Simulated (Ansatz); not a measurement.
# SnO: the cell at several levels of theory

Aim: relax SnO, litharge host with PBE-D3(BJ) and r2SCAN+rVV10 and see how far the functionals disagree on the cell. This is a trial cell built on a prototype, not taken from a measured structure, and it needn't be the compound's ground state.

Code: Ansatz 0.2.0. PAW datasets, plane waves, zero pressure. The cell comes from a prototype generator: it can be a known phase or a hypothetical one. Spin polarisation is off.

## (1) The structure to begin with

Space group P4/nmm (No. 129), tetragonal; a = 3.814 Å, c = 4.887 Å in the conventional setting, 17.77 Å³ an atom. Sn has 4 O at 2.23 Å; O has 4 Sn at 2.23 Å.

The structure in full:

```cif
data_structure
_symmetry_space_group_name_H-M 'P4/nmm:1'
_symmetry_Int_Tables_number 129
_cell_length_a 3.8137
_cell_length_b 3.8137
_cell_length_c 4.8869
_cell_angle_alpha 90.000
_cell_angle_beta 90.000
_cell_angle_gamma 90.000
_cell_volume 71.08
loop_
_atom_site_label
_atom_site_type_symbol
_atom_site_symmetry_multiplicity
_atom_site_Wyckoff_symbol
_atom_site_fract_x
_atom_site_fract_y
_atom_site_fract_z
_atom_site_occupancy
Sn1 Sn 2 c 0.00000 0.50000 0.23537 1
O1 O 2 a 0.50000 0.50000 0.00000 1
```

## (2) Relaxation with PBE-D3(BJ)

File input.yaml:

```yaml
crystal:
  lattice:
    - [3.81369522, 0.0, 0.0]
    - [0.0, 3.81369522, 0.0]
    - [0.0, 0.0, 4.8869133]
  atoms:
    - { symbol: Sn, position: [0.0, 0.5, 0.23537386] }
    - { symbol: Sn, position: [0.5, 0.0, 0.76462614] }
    - { symbol: O, position: [0.5, 0.5, 0.0] }
    - { symbol: O, position: [0.0, 0.0, 0.0] }
kpoints:
  mp_grid: { grid: [6, 6, 6] }
hamiltonian:
  xc: pbe
  dispersion: d3bj
scf:
  occupations: { method: fermi_dirac, width: 0.02 }
relax:
  f_tol: 0.005
  cell: {}
output:
  write_density: true
  write_potential: true
  elf: true
  volumetric_format: npy
```

The run is started by

```bash
$ ansatz run input.yaml --threads 2 --pin off --max-ram 29491MiB --backend cpu --events-out ev --progress --plain --runs-dir out
```

The runs that follow: r2SCAN+rVV10: cell and atoms.

What does the calculation give? Wanted: for each run, a; c; volume; space group; SCF geometries.

The runs gave:

| level | a (Å) | c (Å) | volume (Å³/atom) | space group | SCF geometries |
| --- | --- | --- | --- | --- | --- |
| PBE-D3(BJ) | 3.835 | 4.763 | 17.516 | P4/nmm | 9 |
| r2SCAN+rVV10 | 3.793 | 4.758 | 17.111 | P4/nmm | 5 |

In words: The first relaxation changed the volume by -1.4 % from the start. The volume runs from r2SCAN+rVV10 (least) to PBE-D3(BJ) (most), a spread of 2.4 %, or 0.8 % in length if all axes shared it alike.
